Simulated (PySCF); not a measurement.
# HO2Sm (Sm(O)(OH)): the cost of one run

Method: PBE0, Sm lcecp-1-SVP with ECP51, O def2-SVP, H def2-SVP; scalar-relativistic core potentials, no spin–orbit coupling; program: PySCF 2.14.0.

1 further run of the same task is left out (for a known fault of the program).

## 1. The starting structure

4 atoms, charge 0, spin multiplicity 1.

Bond lengths: Sm1–O2 1.848 Å, Sm1–O3 2.198 Å, O3–H4 0.966 Å. Angles: O2–Sm1–O3 131.8°, Sm1–O3–H4 158.7°.

Geometry (Å):

```xyz
4
HO2Sm
Sm    0.0000    0.0000    0.0000
O     1.6869    0.0000    0.7549
O    -2.0061    0.0000    0.8978
H    -2.9657    0.0906    0.9568
```

Formal oxidation states: Sm +3. Each metal's 5 4f electrons lie in its core potential, so multiplicities, spins and levels count the valence alone.

## 2. SCF at the start, singlet

Contents of run.py (the lines that set the calculation):

```python
mol = gto.M(atom='''
Sm     0.00000     0.00000     0.00000
O      1.68690     0.00000     0.75490
O     -2.00610     0.00000     0.89780
H     -2.96570     0.09060     0.95680''',
    basis={'Sm': 'lcecp-1-SVP', 'O': 'def2-SVP', 'H': 'def2-SVP'},
    ecp={'Sm': 'lcecp-1-SVP'},
    charge=0, spin=0)
mf = dft.RKS(mol, xc='PBE0')
mf.grids.atom_grid = (50, 194)  # f atoms: unpruned, at least (60, 302)
mf = mf.density_fit()  # fitting sets: Sm AutoAux, O def2-universal-JKFIT, H def2-universal-JKFIT
mf.conv_tol = 1e-08; mf.max_cycle = 55
mf.kernel(dm0)  # dm0: free metal ions and neutral atoms
```

Started as:

```bash
$ OMP_NUM_THREADS=2 python run.py
```

Q: Estimate wall time and peak memory on 2 threads of Arm Neoverse V2, shared host.

About 1.6 s, with a peak of 0.35 GiB.
